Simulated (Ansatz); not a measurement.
# NbTe (P-6m2) in Ansatz: further runs

Runs on NbTe. Level: PBEsol. Tasks: single point, equation of state.

Program: Ansatz 0.2.0. These are calculated values, not measurements. Logs are shortened: lines on timing, memory, paths and dates and some standing lists are left out, and cuts for length are marked.

### Step 1. Starting point

The structure is hexagonal, space group P-6m2 (No. 187). Conventional cell: a = 3.703 Å, b = 3.703 Å, c = 3.694 Å, α = 90.00°, β = 90.00°, γ = 120.00°. Te (site symmetry -6m2) is surrounded by 6 Nb at 2.83 Å. Around Nb (site symmetry -6m2) lie 6 Te at 2.83 Å.

The cell comes from a database or a generator and needn't be the stable form of this composition.

### Step 2. Single point, PBEsol, 20.62 Å³/atom (volume scaled by 0.94)

The input, input.yaml:

```yaml
crystal:
  lattice:
    - [3.62738227, 0.0, 0.0]
    - [-1.813691135, 3.1414051951, 0.0]
    - [0.0, 0.0, 3.6187977783]
  atoms:
    - { symbol: Te, position: [0.6666666667, 0.3333333333, 0.0] }
    - { symbol: Nb, position: [0.0, 0.0, 0.5] }
hamiltonian:
  xc: pbesol
  pseudopotentials: { kind: paw }
kpoints:
  mp_grid: { grid: [8, 8, 7] }
scf:
  occupations: { method: fermi_dirac, width: 0.05 }
output:
  forces: true
  stress: true
  eigenvalues: true
```

Potentials or basis: Ansatz PAW.

Run with:

```console
$ ansatz run input.yaml --threads 2 --pin off --max-ram 5632MiB --backend cpu --events-out ev --progress --plain --runs-dir out
```

The program printed:

```text
Warning: RAYON_NUM_THREADS=2 ignored (pool sized by the plan → 2); use --threads N
Engine: ansatz 0.2.0, x86_64-unknown-linux-gnu
Pseudopotentials: kind: paw
Pseudopotential: Te, paw, valence charge 16, recommended cutoff 420 eV (normal), Te.paw.azcp
Pseudopotential: Nb, paw, valence charge 13, recommended cutoff 420 eV (normal), Nb.paw.azcp
Functional definition: PBEsol
  exchange = pbesol_x
  correlation = pbesol_c
Crystal: 2 atoms, lattice volume = 41.236 Å³
Basis set: ecut = 420 eV, 769 PW (Γ), exchange–correlation on 50×50×50 points (8 copies of the dense FFT grid, shifted against one another)
Bands: 19, of which v1, the nominal top of the filled ones, is band 15 counted from 1 (14 counted from 0)
Symmetry: 12 space group operations
Space group: P-6m2 (ITA 187), of the structure as read, at distance tolerance 3.5e-5 Å
k-points: 40 of 448 (time reversal used)
Non-local potential: Te, projectors of the file, l = 0: 2, l = 1: 2, l = 2: 2, l = 3: 2
Non-local potential: Nb, projectors of the file, l = 0: 3, l = 1: 2, l = 2: 2, l = 3: 1
PAW form: soft (Blöchl's): semilocal exchange-correlation on the pseudo side does not see the compensation charge
PAW frozen core: Te, regenerated for the run's functional, and the local potential with it (the file was generated under x = pbe(κ = 0.804, μ = 0.2195149727645171), c = pbe(β = 0.06672455060314922))
PAW frozen core: Nb, regenerated for the run's functional, and the local potential with it (the file was generated under x = pbe(κ = 0.804, μ = 0.2195149727645171), c = pbe(β = 0.06672455060314922))
PAW one-centre angular grid: Te, 590 points (default); XC on 64 Gauss nodes
PAW one-centre angular grid: Nb, 590 points (default); XC on 64 Gauss nodes
Initial density: superposition of atomic densities (neutral atoms: chi_scale 0, normalization atom), corrected by the library's trained network
Initial wavefunctions: pseudopotential atomic-orbital guess
Functional: x = pbesol(κ = 0.804, μ = 0.12345679012345678), c = pbesol(β = 0.046)
SCF iter   1: F=—  HF=-11397.387433 eV  |F-HF|=—  |Δ(HF+E_count)|=         —  Δρ=8.08e-3  dr2=1.35e-2  ethr=1.77e-3  ⟨swp⟩=6.0  Hψ=3911  notcnv=0
preconditioner: auto → none  [metal: Δε(μ)=0.076 eV  Ē_g=7.978 eV  σ=0.050 eV  W_gap=0.35  n_scr=8 (ndim 8)  ℏωp=19.2 eV  f_vac=0.000  D(μ)=1.23/eV (n_scr^D=8)  sad-step TF]
SCF iter   2: F=—  HF=-11397.385965 eV  |F-HF|=—  |Δ(HF+E_count)|=   1.47e-3  Δρ=4.80e-3  dr2=5.79e-3  ethr=4.66e-5  ⟨swp⟩=1.3  Hψ=1096  notcnv=0
SCF iter   3: F=—  HF=-11397.385328 eV  |F-HF|=—  |Δ(HF+E_count)|=   6.37e-4  Δρ=7.12e-4  dr2=1.05e-4  ethr=2.00e-5  ⟨swp⟩=3.0  Hψ=1253  notcnv=0
SCF iter   4: F=—  HF=-11397.385210 eV  |F-HF|=—  |Δ(HF+E_count)|=   1.19e-4  Δρ=1.51e-4  dr2=1.35e-5  ethr=3.62e-7  ⟨swp⟩=2.0  Hψ=1265  notcnv=0
SCF iter   5: F=—  HF=-11397.385197 eV  |F-HF|=—  |Δ(HF+E_count)|=   1.30e-5  Δρ=4.46e-5  dr2=9.08e-7  ethr=4.64e-8  ⟨swp⟩=2.2  Hψ=1056  notcnv=0
SCF iter   6: F=-11397.385196 eV  HF=-11397.385196 eV  |F-HF|=7.90e-8  |Δ(HF+E_count)|=   2.41e-7  Δρ=1.51e-5  dr2=5.36e-8  ethr=3.45e-10  ⟨swp⟩=6.2  Hψ=3304  notcnv=0
SCF 1 converged in 6 iterations: F = -11397.385196 eV  dr2 = 5.36e-8
SCF converged after 6 iterations
Free energy (F): -11397.385196 eV
Harris-Foulkes:  -11397.385196 eV  (|F-HF|=7.90e-8)
Internal energy: -11397.374772 eV  (E = F + TS)
E sigma→0 (E₀):  -11397.379984 eV
Entropy (-TS):   -0.010425 eV (-5.212 meV/atom)
Fermi energy:    16.979018 eV
--- Per-component energies (eV) ---
  E_band       = -249.234275
  E_kinetic    = 579.457402
  E_local      = -1642.039993  (includes V_loc(G=0)·N_el)
  E_nonlocal   = -183.926182
  E_hartree    = 903.754824
  E_xc         = -299.287416
  E_vxc        = -318.774416  (∫ρ·V_xc dr)
  E_paw        = -7604.457146  (= ΣΔE_a)
  E_vpaw       = -491.470740  (= ΣTr[D̂ρ^β])
  E_aug_tail   = -0.000183  (compensation charges beyond the density's cutoff)
  E_ewald      = -3151.439602
  E_core_change = 0.563524  (= ΣΔE_core)
  E_smearing   = -0.010425  (= −TS)
  E_closure    = -0.000000  (closes the sum)
  Σ components = -11397.385196   (vs F -11397.385196, Δ=0.00e0)
--- Forces (eV/Å), atoms counted from 1 ---
  atom   1  Te     0.00000000     0.00000000     0.00000000
  atom   2  Nb     0.00000000     0.00000000     0.00000000
  max |Σ_I F_I| component: 1.94e-16 eV/Å
--- Stress (GPa, compression-positive) ---
        1.952714       0.000000      -0.000000
        0.000000       1.952714      -0.000000
       -0.000000      -0.000000       4.295726
  P = ⅓ Tr σ = 2.7337 GPa (27.337 kbar)
--- Band table (eV; the first three rows and the last of 40) ---
  k-point 0: bands = ["-38.4297", "-21.1357", "-21.1357", "-21.1253", "-21.1252", "-21.1252", "-14.6850", "-14.4680", "-14.4680", "2.2901", "13.6452", "13.6452", "13.6712", "14.6301", "17.1126", "17.1126", "19.6565", "19.6565", "20.1678"]
  k-point 1: bands = ["-38.4283", "-21.1353", "-21.1353", "-21.1267", "-21.1267", "-21.1222", "-14.7140", "-14.4651", "-14.4651", "2.5154", "12.4200", "13.7728", "13.7728", "15.3349", "16.6325", "16.6325", "19.9326", "19.9326", "20.6250"]
  k-point 2: bands = ["-38.4252", "-21.1346", "-21.1346", "-21.1300", "-21.1300", "-21.1151", "-14.7784", "-14.4587", "-14.4587", "3.1035", "10.5810", "14.0568", "14.0568", "16.0206", "16.0206", "16.4115", "19.6016", "19.6016", "21.4004"]
  k-point 39: bands = ["-38.4106", "-21.1434", "-21.1326", "-21.1282", "-21.1210", "-21.1003", "-14.7635", "-14.5926", "-14.5298", "4.6156", "10.4036", "11.0087", "12.2588", "15.6218", "18.1961", "18.8547", "19.3820", "19.6854", "20.6525"]
```

It took 4.7 s on 2 threads of Intel Xeon at 2.50GHz (Skylake/Cascade Lake), shared host; peak memory 0.36 GiB.

Results:

```
Free energy            : -11397.3852 eV
Pressure               : 2.7 GPa
Band gap on the k mesh : none (metal or under the smearing width)
```

Caveat: the PAW data sets come from PBE, with cores solved anew for the run's functional, which leaves a small shift of forces and pressure.

### Step 3. Single point, PBEsol, 21.06 Å³/atom (volume scaled by 0.96)

input.yaml: that of step 2 with these lines changed.

```diff
@@ -2,5 +2,5 @@
   lattice:
-    - [3.62738227, 0.0, 0.0]
-    - [-1.813691135, 3.1414051951, 0.0]
-    - [0.0, 0.0, 3.6187977783]
+    - [3.6529280573, 0.0, 0.0]
+    - [-1.8264640286, 3.1635284958, 0.0]
+    - [0.0, 0.0, 3.6442831093]
   atoms:
```

Potentials or basis: Ansatz PAW.

Run with:

```console
$ ansatz run input.yaml --threads 2 --pin off --max-ram 5632MiB --backend cpu --events-out ev --progress --plain --runs-dir out
```

It took 4.9 s on 2 threads of Intel Xeon at 2.50GHz (Skylake/Cascade Lake), shared host; peak memory 0.36 GiB.

Results (log left out):

- Free energy: -11397.3919 eV
- Pressure: -0.2 GPa
- Band gap on the k mesh: none (metal or under the smearing width)

Caveat: the PAW data sets come from PBE, with cores solved anew for the run's functional, which leaves a small shift of forces and pressure.

### Step 4. Single point, PBEsol, 21.50 Å³/atom (volume scaled by 0.98)

input.yaml: that of step 3 with these lines changed.

```diff
@@ -2,5 +2,5 @@
   lattice:
-    - [3.6529280573, 0.0, 0.0]
-    - [-1.8264640286, 3.1635284958, 0.0]
-    - [0.0, 0.0, 3.6442831093]
+    - [3.6781214607, 0.0, 0.0]
+    - [-1.8390607303, 3.1853466232, 0.0]
+    - [0.0, 0.0, 3.6694168905]
   atoms:
```

Run with:

```console
$ ansatz run input.yaml --threads 2 --pin off --max-ram 5632MiB --backend cpu --events-out ev --progress --plain --runs-dir out
```

It took 5.4 s on 2 threads of Intel Xeon at 2.50GHz (Skylake/Cascade Lake), shared host; peak memory 0.36 GiB.

It converged, with:

| Item | Value |
| --- | --- |
| Free energy | -11397.3831 eV |
| Pressure | -2.9 GPa |
| Band gap on the k mesh | none (metal or under the smearing width) |

Caveat: the PAW data sets come from PBE, with cores solved anew for the run's functional, which leaves a small shift of forces and pressure.

### Step 5. Single point, PBEsol, 21.93 Å³/atom

input.yaml: that of step 4 with these lines changed.

```diff
@@ -2,5 +2,5 @@
   lattice:
-    - [3.6781214607, 0.0, 0.0]
-    - [-1.8390607303, 3.1853466232, 0.0]
-    - [0.0, 0.0, 3.6694168905]
+    - [3.7029743866, 0.0, 0.0]
+    - [-1.8514871933, 3.2068698884, 0.0]
+    - [0.0, 0.0, 3.694211]
   atoms:
```

Run with:

```console
$ ansatz run input.yaml --threads 2 --pin off --max-ram 5632MiB --backend cpu --events-out ev --progress --plain --runs-dir out
```

It took 5.8 s on 2 threads of Intel Xeon at 2.50GHz (Skylake/Cascade Lake), shared host; peak memory 0.36 GiB.

Results (log left out):

```yaml
Free_energy: -11397.3607 eV
Pressure: -5.2 GPa
Band_gap_on_the_k_mesh: none (metal or under the smearing width)
```

Caveat: the PAW data sets come from PBE, with cores solved anew for the run's functional, which leaves a small shift of forces and pressure.

### Step 6. Single point, PBEsol, 22.37 Å³/atom (volume scaled by 1.02)

input.yaml: that of step 5 with these lines changed.

```diff
@@ -2,5 +2,5 @@
   lattice:
-    - [3.7029743866, 0.0, 0.0]
-    - [-1.8514871933, 3.2068698884, 0.0]
-    - [0.0, 0.0, 3.694211]
+    - [3.7274981105, 0.0, 0.0]
+    - [-1.8637490552, 3.2281080563, 0.0]
+    - [0.0, 0.0, 3.7186766865]
   atoms:
```

Potentials or basis: Ansatz PAW.

Run with:

```console
$ ansatz run input.yaml --threads 2 --pin off --max-ram 5632MiB --backend cpu --events-out ev --progress --plain --runs-dir out
```

Wall time 5.7 s (2 threads of Intel Xeon at 2.50GHz (Skylake/Cascade Lake), shared host); peak memory 0.36 GiB.

The run converged. Its results:

| Quantity | Value |
| --- | --- |
| Free energy | -11397.3262 eV |
| Pressure | -7.3 GPa |
| Band gap on the k mesh | none (metal or under the smearing width) |

Caveat: the PAW data sets come from PBE, with cores solved anew for the run's functional, which leaves a small shift of forces and pressure.

### Step 7. Single point, PBEsol, 22.81 Å³/atom (volume scaled by 1.04)

input.yaml: that of step 6 with these lines changed.

```diff
@@ -2,5 +2,5 @@
   lattice:
-    - [3.7274981105, 0.0, 0.0]
-    - [-1.8637490552, 3.2281080563, 0.0]
-    - [0.0, 0.0, 3.7186766865]
+    - [3.7517033219, 0.0, 0.0]
+    - [-1.8758516609, 3.2490703843, 0.0]
+    - [0.0, 0.0, 3.7428246143]
   atoms:
```

Run with:

```console
$ ansatz run input.yaml --threads 2 --pin off --max-ram 5632MiB --backend cpu --events-out ev --progress --plain --runs-dir out
```

Run time: 6 s. Hardware: 2 threads of Intel Xeon at 2.50GHz (Skylake/Cascade Lake), shared host; peak memory 0.37 GiB.

Results (log left out):

* Free energy: -11397.2808 eV
* Pressure: -9.2 GPa
* Band gap on the k mesh: none (metal or under the smearing width)

Caveat: the PAW data sets come from PBE, with cores solved anew for the run's functional, which leaves a small shift of forces and pressure.

### Step 8. Single point, PBEsol, 23.25 Å³/atom (volume scaled by 1.06)

input.yaml: that of step 7 with these lines changed.

```diff
@@ -2,5 +2,5 @@
   lattice:
-    - [3.7517033219, 0.0, 0.0]
-    - [-1.8758516609, 3.2490703843, 0.0]
-    - [0.0, 0.0, 3.7428246143]
+    - [3.7756001657, 0.0, 0.0]
+    - [-1.8878000828, 3.2697656581, 0.0]
+    - [0.0, 0.0, 3.7666649043]
   atoms:
```

Run with:

```console
$ ansatz run input.yaml --threads 2 --pin off --max-ram 5632MiB --backend cpu --events-out ev --progress --plain --runs-dir out
```

Wall time 5.7 s (2 threads of Intel Xeon at 2.50GHz (Skylake/Cascade Lake), shared host); peak memory 0.37 GiB.

It converged, with:

```
Free energy            : -11397.2259 eV
Pressure               : -10.8 GPa
Band gap on the k mesh : none (metal or under the smearing width)
```

Caveat: the PAW data sets come from PBE, with cores solved anew for the run's functional, which leaves a small shift of forces and pressure.

### Step 9. Equation of state, PBEsol

Potentials or basis: Ansatz PAW.

No new run: the results of the series are fitted here.

Results:

| Quantity | Value |
| --- | --- |
| Equilibrium volume | 21.02 Å³/atom |
| Bulk modulus at fixed shape and positions | 136 GPa |
| Pressure derivative of the bulk modulus | 4.7 |

Energy against volume, from the lowest point:
```csv
volume (Å³/atom),energy (meV/atom)
20.618,3.33
21.057,0.00
21.496,4.36
21.934,15.56
22.373,32.84
22.812,55.52
23.250,83.00
```

Caveat: the cell was scaled at fixed shape and fractional positions, which overstates the stiffness of a crystal with free parameters, most of all of layers and chains. The run has no spin-orbit coupling, so splittings on Te are missing.
